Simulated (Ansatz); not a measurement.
# Mg3GeN: the cost of one run

Program: Ansatz 0.2.0. Level of theory: DFT PBE, scalar-relativistic, plane waves, PAW. These are calculated values, not measurements.

**1. The structure to begin with**

Symmetry: P6/mmm, No. 191, hexagonal system. Conventional cell: a = 4.667 Å, b = 4.667 Å, c = 8.658 Å, α = 90.00°, β = 90.00°, γ = 120.00°. Mg (site symmetry mmm) is surrounded by 2 N at 2.33 Å and 4 Mg at 2.33 Å. Ge (site symmetry 6/mmm) has 2 N at 4.33 Å as nearest neighbours. Around N (site symmetry 6/mmm) lie 6 Mg at 2.33 Å.

As a file:

```
Mg Ge N
1.0
     4.66705    0.00000    0.00000
    -2.33352    4.04178    0.00000
     0.00000    0.00000    8.65823
Mg Ge N
3 1 1
Direct
  0.50000 0.00000 0.50000
  0.00000 0.50000 0.50000
  0.50000 0.50000 0.50000
  0.00000 0.00000 0.00000
  0.00000 0.00000 0.50000
```

Recipe of the guess: random cell by space group and Wyckoff sites (P6/mmm, No. 191). Its size is a rough estimate.

**2. A first look at the guess**

Input file input.yaml:

```yaml
crystal:
  lattice:
    - [4.66704706, 0.0, 0.0]
    - [-2.33352353, 4.04178132, 0.0]
    - [0.0, 0.0, 8.65822706]
  atoms:
    - { symbol: Mg, position: [0.5, 0.0, 0.5] }
    - { symbol: Mg, position: [0.0, 0.5, 0.5] }
    - { symbol: Mg, position: [0.5, 0.5, 0.5] }
    - { symbol: Ge, position: [0.0, 0.0, 0.0] }
    - { symbol: "N", position: [0.0, 0.0, 0.5] }
basis:
  ecutwfc: 420
kpoints:
  mp_grid: { grid: [6, 6, 2] }
hamiltonian:
  xc: pbe
scf:
  occupations: { method: gaussian, width: 0.1 }
  lower_state_search: "off"
output:
  forces: true
  stress: true
  eigenvalues: true
```

Command:

```bash
$ ansatz run input.yaml --threads 1 --pin off --max-ram 2560MiB --backend cpu --events-out ev --progress --plain --runs-dir out
```

What time and memory should one allow on 1 thread of Arm Neoverse V2, shared host?

About 3.7 s, with a peak of 0.39 GiB.
